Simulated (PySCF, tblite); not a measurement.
**C3H11FSeSi2: geometry, infrared bands and NMR shifts**

Aim: predict the infrared bands and NMR shifts of C3H11FSeSi2 (`C[C@@H]([SeH])[SiH2][C@H](F)[SiH3]`).

Computed with tblite 0.8.0 and PySCF 2.14.0, with density-fitted response routines of our own, on a single molecule in the gas phase. Atoms count from 0, in the outputs and in this text.

## (1) Starting geometry

18 atoms, charge 0, multiplicity 1; geometry from: force field or distance geometry start.

Bonds of the start (Å): C0–C1 1.51, C1–Se2 1.95, C1–Si3 1.85, Si3–C4 1.86, C4–F5 1.39, C4–Si6 1.88, C0–H7 1.11, C0–H8 1.10, C0–H9 1.11, C1–H10 1.11, Se2–H11 1.54, Si3–H12 1.47, Si3–H13 1.48, C4–H14 1.10, Si6–H15 1.47, Si6–H16 1.48, Si6–H17 1.48.

## (2) Geometry optimisation with GFN2-xTB

Job settings and geometry (Å):

```
{"job": {"kind": "relax", "xc": "GFN2-xTB", "basis": "xTB"}, "charge": 0, "multiplicity": 1}
C      1.443000     1.442000    -0.212400
C      1.632300     0.000300    -0.617800
Se     2.766400    -0.990500     0.615300
Si     0.013400    -0.809300    -0.980500
C     -1.249600    -0.663000     0.381500
F     -1.755200    -1.897500     0.773800
Si    -2.707400     0.262500    -0.350000
H      0.877500     1.989400    -0.990100
H      0.979700     1.551000     0.782900
H      2.453100     1.889400    -0.174000
H      2.187000     0.025100    -1.584000
H      3.744400    -1.851200    -0.205500
H     -0.511900    -0.109300    -2.155900
H      0.257300    -2.233100    -1.301900
H     -0.885200    -0.079300     1.242300
H     -3.877400     0.254600     0.538900
H     -2.303900     1.641500    -0.688900
H     -3.072300    -0.416200    -1.614800
```

Run with:

```console
$ OMP_NUM_THREADS=1 python probes_run.py task.json out
```

One launch serves the whole session: the jobs run in the order shown.

**Question.** This job is followed by: GFN2-xTB harmonic vibrations, gas phase; GIAO PBE0/pcSseg-1 NMR shielding, non-relativistic, gas phase. Predict these results of the whole session: strongest single infrared mode (GFN2-xTB); zero-point energy (GFN2-xTB); 13C shifts against TMS (PBE0/pcSseg-1); 1H shifts against TMS (PBE0/pcSseg-1, means over atoms taken as alike); 77Se shifts against Me2Se (PBE0/pcSseg-1); 29Si shifts against TMS (PBE0/pcSseg-1); 19F shifts against CFCl3 (PBE0/pcSseg-1); surface potential, 1st and 99th percentile.

As calculated:

| quantity | value |
| --- | --- |
| strongest single infrared mode (GFN2-xTB) | 2275 cm⁻¹, 549 km/mol |
| zero-point energy (GFN2-xTB) | 75.4 kcal/mol |
| 13C shifts against TMS (PBE0/pcSseg-1) | 79.7, 20.1, 19.9 ppm |
| 1H shifts against TMS (PBE0/pcSseg-1, means over atoms taken as alike) | 5.90, 4.60, 4.40, 4.20, 2.78, 2.02, 1.54 ppm |
| 77Se shifts against Me2Se (PBE0/pcSseg-1) | -69 ppm |
| 29Si shifts against TMS (PBE0/pcSseg-1) | -31.2, -72.7 ppm |
| 19F shifts against CFCl3 (PBE0/pcSseg-1) | -312.6 ppm |
| surface potential, 1st and 99th percentile | -1.06 V and 1.11 V |

In words: The optimisation took 194 steps and gained 0.668 eV; among the close pairs (by a distance rule), Se2–H11 changed most, from 1.540 to 1.447 Å. All 48 modes are real, so the xTB geometry is a minimum. The strongest single mode, at 2275 cm⁻¹, moves mainly H16. GFN2-xTB is a fitted tight-binding method: band positions and strengths are rough. Its intensities can rank the bands wrongly. H14 (hydrogen on an sp3 CH bonded to F and 2 Si) lies farthest downfield among hydrogen, at 5.90 ppm; its carbon carries F, which withdraws density. At PBE0/pcSseg-1: Shielding is most anisotropic at Se2 (span 949 ppm, paramagnetic term -1173 ppm). By nearest atom (PBE0/pcSseg-1), the HOMO sits on Se2 71 %; H11 9 % and the LUMO on Se2 31 %; C1 14 %. Spin-orbit coupling is left out, which matters for shieldings and couplings at and beside the heavy atoms.
